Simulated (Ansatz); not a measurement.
# CH11NOSi3: the cost of one run

Program: Ansatz 0.2.0. Level of theory: RKS BHLYP-D4/6-31G. These are calculated values, not measurements.

### Step 1. Starting point

Bond lengths (14 of 16 bonds, heavy atoms first): Si1–O2 1.680 Å, O2–C3 1.420 Å, Si1–N7 1.820 Å, Si1–Si10 2.218 Å, Si1–Si14 2.218 Å, C3–H4 1.110 Å, C3–H5 1.110 Å, C3–H6 1.110 Å, N7–H8 1.060 Å, N7–H9 1.060 Å, Si10–H11 1.460 Å, Si10–H12 1.460 Å, Si10–H13 1.460 Å, Si14–H15 1.460 Å. Angles (14 of 28 angles, heavy atoms first): Si1–O2–C3 125.0°, O2–Si1–N7 109.5°, O2–Si1–Si10 109.5°, O2–Si1–Si14 109.5°, N7–Si1–Si10 109.5°, N7–Si1–Si14 109.5°, Si10–Si1–Si14 109.5°, O2–C3–H4 109.5°, O2–C3–H5 109.5°, O2–C3–H6 109.5°, Si1–N7–H8 120.0°, Si1–N7–H9 120.0°, Si1–Si10–H11 109.5°, Si1–Si10–H12 109.5°.

Coordinates:

```xyz
17

Si    0.0000    0.0000    0.0000
O     0.0000    0.0000    1.6800
C    -1.1112   -0.3437    2.4945
H    -1.8140   -0.9775    1.9143
H    -0.7584   -0.9037    3.3856
H    -1.6313    0.5809    2.8212
N     1.7163    0.0000   -0.6061
H     2.2145   -0.9180   -0.7868
H     2.2175    0.9180   -0.7783
Si   -1.0456    1.8115   -0.7393
H    -2.4302    1.4780   -1.0607
H    -1.0215    2.8436    0.2931
H    -0.3743    2.3069   -1.9374
Si   -1.0456   -1.8115   -0.7393
H    -1.7029   -2.4846    0.3772
H    -2.0454   -1.4265   -1.7311
H    -0.0777   -2.7173   -1.3511
```

### Step 2. Preparing the start

input.yaml reads:

```yaml
crystal:
  periodic: [false, false, false]
  atoms:
    - { symbol: Si, position_ang: [0.0, 0.0, 0.0] }
    - { symbol: O, position_ang: [0.0, 0.0, 1.68] }
    - { symbol: C, position_ang: [-1.1112, -0.3437, 2.4945] }
    - { symbol: H, position_ang: [-1.814, -0.9775, 1.9143] }
    - { symbol: H, position_ang: [-0.7584, -0.9037, 3.3856] }
    - { symbol: H, position_ang: [-1.6313, 0.5809, 2.8212] }
    - { symbol: "N", position_ang: [1.7163, 0.0, -0.6061] }
    - { symbol: H, position_ang: [2.2145, -0.918, -0.7868] }
    - { symbol: H, position_ang: [2.2175, 0.918, -0.7783] }
    - { symbol: Si, position_ang: [-1.0456, 1.8115, -0.7393] }
    - { symbol: H, position_ang: [-2.4302, 1.478, -1.0607] }
    - { symbol: H, position_ang: [-1.0215, 2.8436, 0.2931] }
    - { symbol: H, position_ang: [-0.3743, 2.3069, -1.9374] }
    - { symbol: Si, position_ang: [-1.0456, -1.8115, -0.7393] }
    - { symbol: H, position_ang: [-1.7029, -2.4846, 0.3772] }
    - { symbol: H, position_ang: [-2.0454, -1.4265, -1.7311] }
    - { symbol: H, position_ang: [-0.0777, -2.7173, -1.3511] }
basis:
  gaussian: { orbitals: "6-31G" }
hamiltonian:
  xc: { name: BHLYP }
  dispersion: d4
relax:
  f_tol: 0.02
  max_steps: 40
```

On the command line:

```console
$ ansatz run input.yaml --threads 1 --pin off --max-ram 2048MiB --backend cpu --events-out ev --progress --plain --runs-dir out
```

**Question.** How long does this run take on 1 thread of Arm Neoverse V1, shared host, and how much memory does it need?

About 3.8 min, with a peak of 0.24 GiB.
